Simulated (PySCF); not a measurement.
# SnH3OF (SMILES [OH][SnH2][F]) at 3 levels

Wanted: a comparison of 3 runs (HF/STO-3G, HF/def2-TZVP, CAM-B3LYP/def2-TZVP) of SnH3OF. Input form: a Python script.

The results are computed with PySCF 2.14.0.

**1. The molecule**

SnH3OF has 6 atoms, charge 0, and is taken as a singlet. SMILES: `[OH][SnH2][F]`. The shape is that of a PBE0-D4/def2-TZVP optimisation. This is one conformer, not always the lowest.

Bond lengths: O1–Sn2 1.948 Å, Sn2–F3 1.922 Å, O1–H4 0.960 Å, Sn2–H5 1.701 Å, Sn2–H6 1.692 Å. Angles: O1–Sn2–F3 105.3°, O1–Sn2–H5 111.8°, O1–Sn2–H6 106.0°, F3–Sn2–H5 104.3°, F3–Sn2–H6 107.5°, Sn2–O1–H4 114.0°, H5–Sn2–H6 120.8°.

**2. Energy and forces at HF/STO-3G (run 1)**

Input file geometry.xyz:

```xyz
6
FH3OSn
O     -1.414400    -0.333000    -0.425000
Sn     0.302300     0.255900     0.283700
F      1.409100    -1.315100     0.302100
H     -1.368600    -0.685700    -1.316700
H      1.096100     1.317100    -0.782100
H      0.017500     0.696700     1.891900
```

Input file run.py:

```python
from pyscf import gto, scf

molecule = gto.M(
    atom='geometry.xyz',
    verbose=4,
    basis='sto-3g',
    max_memory=1860,
    charge=0,
    spin=0,
)

myscf = scf.RHF(molecule)
myscf.conv_tol = 1e-10
myscf.kernel()
if not myscf.converged:
    myscf = myscf.newton().run(myscf.mo_coeff, myscf.mo_occ)

etot = myscf.e_tot
print('E = %.10f Eh' % etot)
grad = myscf.nuc_grad_method().kernel()
dip = myscf.dip_moment()
pop, q = myscf.mulliken_pop()
```

The run is started by

```sh
OMP_NUM_THREADS=1 python run.py
```

What it wrote:

```text
PySCF version 2.14.0

[... 60 lines left out ...]
converged SCF energy = -6136.92022433355
[... 13 lines left out ...]
Dipole moment(X, Y, Z, Debye):  0.52719,  1.54882, -0.48425
[... 8 lines left out ...]
pop of  1 Sn 3s           1.99829
pop of  1 Sn 4s           2.00749
pop of  1 Sn 5s           1.03037
pop of  1 Sn 2px          2.00007
pop of  1 Sn 2py          2.00006
pop of  1 Sn 2pz          2.00006
pop of  1 Sn 3px          1.99817
pop of  1 Sn 3py          1.99824
pop of  1 Sn 3pz          1.99829
pop of  1 Sn 4px          1.99570
pop of  1 Sn 4py          1.99566
pop of  1 Sn 4pz          1.99663
pop of  1 Sn 5px          0.56296
pop of  1 Sn 5py          0.62798
pop of  1 Sn 5pz          0.75466
pop of  1 Sn 3dxy         1.99965
pop of  1 Sn 3dyz         1.99969
pop of  1 Sn 3dz^2        1.99952
pop of  1 Sn 3dxz         1.99971
pop of  1 Sn 3dx2-y2      1.99984
pop of  1 Sn 4dxy         1.98949
pop of  1 Sn 4dyz         1.99102
pop of  1 Sn 4dz^2        1.98602
pop of  1 Sn 4dxz         1.99156
pop of  1 Sn 4dx2-y2      1.99518
pop of  2 F 1s            1.99939
pop of  2 F 2s            1.96687
pop of  2 F 2px           1.79674
pop of  2 F 2py           1.62818
pop of  2 F 2pz           1.96627
pop of  3 H 1s            0.85642
pop of  4 H 1s            1.19247
pop of  5 H 1s            1.18276
 ** Mulliken atomic charges  **
charge of    0O =     -0.49490
charge of    1Sn =      1.08399
charge of    2F =     -0.35744
charge of    3H =      0.14358
charge of    4H =     -0.19247
charge of    5H =     -0.18276
```

Run time: 6.6 s. Hardware: 1 thread of Intel Xeon at 2.50GHz (Skylake/Cascade Lake), shared host; peak memory 0.12 GiB.

**3. Energy and gradient at HF/def2-TZVP (core potential) (run 2)**

Input file calc.py:

```python
import pyscf.grad
from pyscf import gto

mol = gto.Mole()
mol.atom = '''
O       -1.414400      -0.333000      -0.425000
Sn       0.302300       0.255900       0.283700
F        1.409100      -1.315100       0.302100
H       -1.368600      -0.685700      -1.316700
H        1.096100       1.317100      -0.782100
H        0.017500       0.696700       1.891900
'''
mol.ecp = {'Sn': 'def2-svp'}
mol.verbose = 4
mol.spin = 0
mol.basis = 'def2-tzvp'
mol.max_memory = 1860
mol.build()

mf = mol.RHF()
mf.conv_tol = 1e-10
mf.kernel()
if not mf.converged:
    mf = mf.newton().run(mf.mo_coeff, mf.mo_occ)

etot = mf.e_tot
print('E(%s) = %.9f' % ('HF', etot))
grad = mf.Gradients().kernel()
dip = mf.dip_moment()
pop, q = mf.mulliken_pop()
```

The run is started by

```sh
OMP_NUM_THREADS=1 python calc.py
```

What it wrote:

```text
PySCF version 2.14.0

[... 64 lines left out ...]
converged SCF energy = -389.512657001471
[... 13 lines left out ...]
Dipole moment(X, Y, Z, Debye):  0.08600,  2.57008, -0.70566
[... 98 lines left out ...]
pop of  2 F 3dz^2         0.00003
pop of  2 F 3dxz          0.00001
pop of  2 F 3dx2-y2       0.00005
pop of  2 F 4dxy          0.00229
pop of  2 F 4dyz          0.00099
pop of  2 F 4dz^2         0.00079
pop of  2 F 4dxz          0.00048
pop of  2 F 4dx2-y2       0.00155
pop of  2 F 4f-3          0.00003
pop of  2 F 4f-2          0.00002
pop of  2 F 4f-1          0.00002
pop of  2 F 4f+0          0.00001
pop of  2 F 4f+1          0.00001
pop of  2 F 4f+2          0.00000
pop of  2 F 4f+3          0.00005
pop of  3 H 1s            0.24620
pop of  3 H 2s            0.33182
pop of  3 H 3s            0.03073
pop of  3 H 2px           0.01372
pop of  3 H 2py           0.01639
pop of  3 H 2pz           0.01990
pop of  4 H 1s            0.21785
pop of  4 H 2s            0.57460
pop of  4 H 3s            0.26011
pop of  4 H 2px           0.00210
pop of  4 H 2py           0.00332
pop of  4 H 2pz           0.00346
pop of  5 H 1s            0.21810
pop of  5 H 2s            0.57426
pop of  5 H 3s            0.24772
pop of  5 H 2px           0.00065
pop of  5 H 2py           0.00092
pop of  5 H 2pz           0.00752
 ** Mulliken atomic charges  **
charge of    0O =     -0.81137
charge of    1Sn =      1.18547
charge of    2F =     -0.60473
charge of    3H =      0.34125
charge of    4H =     -0.06144
charge of    5H =     -0.04917
```

It took 64 s on 1 thread of Intel Xeon at 2.50GHz (Skylake/Cascade Lake), shared host; peak memory 0.39 GiB.

**4. Energy and forces at CAM-B3LYP/def2-TZVP (core potential) (run 3)**

geometry.xyz is that of step 2.

Input file job.py:

```python
import pyscf.grad
from pyscf import gto, dft

molecule = gto.M(
    atom='geometry.xyz',
    ecp={'Sn': 'def2-svp'},
    verbose=4,
    basis='def2-tzvp',
    max_memory=1860,
)

mf = dft.RKS(molecule, xc='cam-b3lyp')
mf.grids.level = 5
mf.conv_tol = 1e-10
mf.kernel()
if not mf.converged:
    mf = mf.newton().run(mf.mo_coeff, mf.mo_occ)

e_tot = mf.e_tot
print('Final energy', e_tot)
grad = mf.Gradients().kernel()
mf.analyze()
```

The run is started by

```sh
OMP_NUM_THREADS=1 python job.py
```

What it wrote:

```text
PySCF version 2.14.0

[... 96 lines left out ...]
Two-electron Coulomb Energy =          413.278163214652579
[... 13 lines left out ...]
MO #11  energy= -1.12870824613511  occ= 2
[... 11 lines left out ...]
MO #23  energy= 0.0144983278975044 occ= 0
[... 11 lines left out ...]
MO #35  energy= 0.357454344578938  occ= 0
[... 11 lines left out ...]
MO #47  energy= 0.746308924542017  occ= 0
[... 11 lines left out ...]
MO #59  energy= 1.19258938908983   occ= 0
[... 11 lines left out ...]
MO #71  energy= 2.06854363895035   occ= 0
[... 11 lines left out ...]
MO #83  energy= 2.48566199574364   occ= 0
[... 11 lines left out ...]
MO #95  energy= 3.35857074349102   occ= 0
[... 11 lines left out ...]
MO #107 energy= 6.41281819441289   occ= 0
[... 11 lines left out ...]
MO #119 energy= 8.38098474896389   occ= 0
[... 12 lines left out ...]
WARN: Weak orthogonality for localized orbitals 1.1057915172318793e-09
[... 101 lines left out ...]
pop of  2 F 3dxz          0.00125
pop of  2 F 3dx2-y2       0.00299
pop of  2 F 4dxy          0.00235
pop of  2 F 4dyz          0.00128
pop of  2 F 4dz^2         0.00066
pop of  2 F 4dxz          0.00063
pop of  2 F 4dx2-y2       0.00130
pop of  2 F 4f-3          0.00042
pop of  2 F 4f-2          0.00026
pop of  2 F 4f-1          0.00009
pop of  2 F 4f+0          0.00018
pop of  2 F 4f+1          0.00008
pop of  2 F 4f+2          0.00004
pop of  2 F 4f+3          0.00012
pop of  3 H 1s            0.63841
pop of  3 H 2s            0.01460
pop of  3 H 3s            0.00629
pop of  3 H 2px           0.00287
pop of  3 H 2py           0.00198
pop of  3 H 2pz           0.00092
pop of  4 H 1s            1.45547
pop of  4 H 2s            0.02538
pop of  4 H 3s            0.00850
pop of  4 H 2px           0.01133
pop of  4 H 2py           0.01742
pop of  4 H 2pz           0.01485
pop of  5 H 1s            1.45543
pop of  5 H 2s            0.02952
pop of  5 H 3s            0.00880
pop of  5 H 2px           0.00340
pop of  5 H 2py           0.00612
pop of  5 H 2pz           0.04844
 ** Mulliken atomic charges  **
charge of    0O =     -1.15812
charge of    1Sn =      2.75272
charge of    2F =     -0.84486
charge of    3H =      0.33493
charge of    4H =     -0.53296
charge of    5H =     -0.55171
Dipole moment(X, Y, Z, Debye):  0.02445,  2.34977, -0.70006
```

Run time: 3.7 min. Hardware: 1 thread of Intel Xeon at 2.50GHz (Skylake/Cascade Lake), shared host; peak memory 1.4 GiB.

**5. Overview of the runs**

| run | level | core potential | integration grid | energy (Eh) | dipole moment (D) | HOMO energy (eV) | LUMO energy (eV) | wall time |
| --- | --- | --- | --- | --- | --- | --- | --- | --- |
| 1 | HF/STO-3G | – | – | -6136.920224 | 1.71 | -8.85 | 10.38 | 6.6 s |
| 2 | HF/def2-TZVP (core potential) | def2-svp | – | -389.512657 | 2.67 | -12.78 | 2.04 | 64 s |
| 3 | CAM-B3LYP/def2-TZVP (core potential) | def2-svp | 5 | -391.225130 | 2.45 | -10.45 | 0.24 | 3.7 min |

**6. What came out**

| quantity | value |
| --- | --- |
| run 3: total energy | -391.22513 Eh |
| run 3: dipole moment | 2.45 D |
| run 3: HOMO energy | -10.45 eV |
| run 3: LUMO energy | 0.24 eV |
| run 3: HOMO–LUMO gap | 10.69 eV |
| run 3: largest force on an atom | 0.110 eV/Å |

What this shows: The dipole moment (its size) runs from 1.71 D (HF/STO-3G) to 2.67 D (HF/def2-TZVP). The two ends differ in basis and core potential. The HOMO–LUMO gap runs from 10.69 eV (CAM-B3LYP/def2-TZVP) to 19.23 eV (HF/STO-3G). The two ends differ in method and basis and core potential. Some runs of one species differ in core potentials or relativity; totals across that change don't compare. In run 1 the basis is minimal, so the values are rough. In run 1 relativity is left out where basis or elements ask for it. All runs together took 4.9 min, the longest 3.7 min.
